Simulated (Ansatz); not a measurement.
# C₂H₁₃AlOSi₂: a ladder of functionals and wavefunction methods

How much do the methods differ for C₂H₁₃AlOSi₂? The plan is to run it at one geometry with functionals of several rungs and with coupled cluster, and see how far each lands from CCSD(T) at the basis-set limit for the atomisation energy.

Method: functionals in def2-TZVPP, the program's frozen cores in correlated methods; program: Ansatz 0.2.0, Gaussian basis.

Levels to be run: LDA (SPW92), PBE-D4, revPBE-D4, BLYP-D4, r2SCAN-D4, B97M-V, PBE0-D4, B3LYP-D4, r2SCANh-D4, r2SCAN0-D4, HSE06-D4, BHLYP-D4, CAM-B3LYP-D4, LC-ωPBE, ωB97X-V, ωB97M-V, B2PLYP, PBE-QIDH; CCSD(T)/def2-SVP; CCSD(T)/def2-TZVPP; MP2/def2-QZVPP; extrapolation to the limit; RPA on PBE.

## 1. Structure used throughout

An earlier PBE0-D4 in a triple-zeta def2 set relaxation fixed the geometry.

19 atoms, charge 0, spin multiplicity 1.

Atoms are counted from 1 here; the program's logs count them from 0.

Bond lengths: C1–Al2 1.965 Å, C1–H7 1.095 Å, C1–H8 1.095 Å, C1–H9 1.096 Å, Al2–C3 1.965 Å, Al2–O4 1.997 Å, Al2–H10 1.625 Å, C3–H11 1.095 Å, C3–H12 1.095 Å, C3–H13 1.096 Å, O4–Si5 1.684 Å, O4–Si6 1.703 Å, Si5–H14 1.481 Å, Si5–H15 1.477 Å, Si5–H16 1.481 Å, Si6–H17 1.474 Å, Si6–H18 1.494 Å, Si6–H19 1.474 Å. Angles: Al2–C1–H7 112.4°, Al2–C1–H8 112.5°, Al2–C1–H9 110.9°, H7–C1–H8 107.6°, H7–C1–H9 106.7°, H8–C1–H9 106.4°, C1–Al2–C3 120.4°, C1–Al2–O4 103.9°, C1–Al2–H10 116.6°, C3–Al2–O4 103.9°, C3–Al2–H10 116.6°, O4–Al2–H10 86.9°, Al2–C3–H11 112.5°, Al2–C3–H12 112.4°, Al2–C3–H13 110.9°, H11–C3–H12 107.6°, H11–C3–H13 106.4°, H12–C3–H13 106.7° and more.

## 2. LDA

This LDA is Slater exchange with PW92 correlation.

File in.yaml:

```yaml
crystal:
  periodic: [false, false, false]
  atoms:
    - {symbol: C, position_ang: [2.244058, -0.756869, -0.360238]}
    - {symbol: Al, position_ang: [0.313225, -0.840840, -0.713052]}
    - {symbol: C, position_ang: [-0.780789, -2.268606, 0.076834]}
    - {symbol: O, position_ang: [-0.399080, 0.826620, 0.123601]}
    - {symbol: Si, position_ang: [-0.343882, 1.185546, 1.767758]}
    - {symbol: Si, position_ang: [-1.061028, 1.812695, -1.096716]}
    - {symbol: H, position_ang: [2.686816, 0.190769, -0.683466]}
    - {symbol: H, position_ang: [2.481772, -0.889066, 0.700874]}
    - {symbol: H, position_ang: [2.774195, -1.551259, -0.896964]}
    - {symbol: H, position_ang: [-0.192260, -0.239109, -2.135599]}
    - {symbol: H, position_ang: [-0.571171, -2.415586, 1.141947]}
    - {symbol: H, position_ang: [-1.853966, -2.078230, -0.026520]}
    - {symbol: H, position_ang: [-0.582851, -3.228609, -0.412470]}
    - {symbol: H, position_ang: [0.431896, 2.432712, 1.954376]}
    - {symbol: H, position_ang: [0.321773, 0.033276, 2.408793]}
    - {symbol: H, position_ang: [-1.729206, 1.355220, 2.261922]}
    - {symbol: H, position_ang: [-0.022126, 2.269341, -2.037521]}
    - {symbol: H, position_ang: [-1.526664, 2.982972, -0.293341]}
    - {symbol: H, position_ang: [-2.232611, 1.174823, -1.723917]}
basis:
  gaussian: {orbitals: def2-TZVPP}
hamiltonian: {xc: lda}
output: {orbitals: {seedname: orbitals}}
```

The runs that follow: PBE-D4 (GGA); revPBE-D4 (GGA); BLYP-D4 (GGA); r2SCAN-D4 (meta-GGA); B97M-V (meta-GGA); PBE0-D4 (hybrid); B3LYP-D4 (hybrid); r2SCANh-D4 (hybrid); r2SCAN0-D4 (hybrid); HSE06-D4 (hybrid); BHLYP-D4 (hybrid); CAM-B3LYP-D4 (range-separated); LC-ωPBE (range-separated); ωB97X-V (range-separated); ωB97M-V (range-separated); B2PLYP (double hybrid); PBE-QIDH (double hybrid); CCSD(T) in def2-SVP; CCSD(T) in def2-TZVPP; MP2 in def2-QZVPP; RPA on PBE orbitals.

Before running them: what should the planned runs give, taken together? Wanted: atomisation energy, CCSD(T)/CBS; farthest beyond LDA; mean size of error, GGA; mean size of error, meta-GGA; mean size of error, hybrid; mean size of error, range-separated; mean size of error, double hybrid; gap, smallest and largest; T1 diagnostic.

The runs gave:

| quantity | value |
| --- | --- |
| atomisation energy, CCSD(T)/CBS | 6447.8 kJ/mol |
| functionals within 32.2 kJ/mol (0.5 %) | r2SCAN-D4, B97M-V, B3LYP-D4, CAM-B3LYP-D4, ωB97X-V, ωB97M-V |
| farthest beyond LDA | revPBE-D4 (-162.6 kJ/mol) |
| mean size of error, GGA | 102.1 kJ/mol |
| mean size of error, meta-GGA | 12.1 kJ/mol |
| mean size of error, hybrid | 68.9 kJ/mol |
| mean size of error, range-separated | 27.6 kJ/mol |
| mean size of error, double hybrid | 97.5 kJ/mol |
| gap, smallest and largest | 4.01 eV (LDA (SPW92)), 11.22 eV (LC-ωPBE) |
| T1 diagnostic | 0.0106 |
| triples share of the correlation energy | 3.3 % |

What this shows: LDA overbinds by 667.8 kJ/mol (10 %). PBE-D4 is off by -56.9 kJ/mol. Double hybrids carry the basis error of their MP2 part in triple zeta, and no dispersion term here, so their miss is partly the set-up's. The rungs meta-GGA, range-separated miss on average by less than the doubt on the reference (32.2 kJ/mol), so they tie. The reference freezes the cores and leaves out relativity and excitations past (T), so misses under about 32.2 kJ/mol can't be ranked. Hartree-Fock recovers 76 % of the binding; the rest is correlation. CCSD(T) in def2-SVP is off by -367.4 kJ/mol, worse than the median functional, from the basis alone. The gap grows from 4.0 to 11.2 eV across the functionals, mostly with the share of exact exchange.
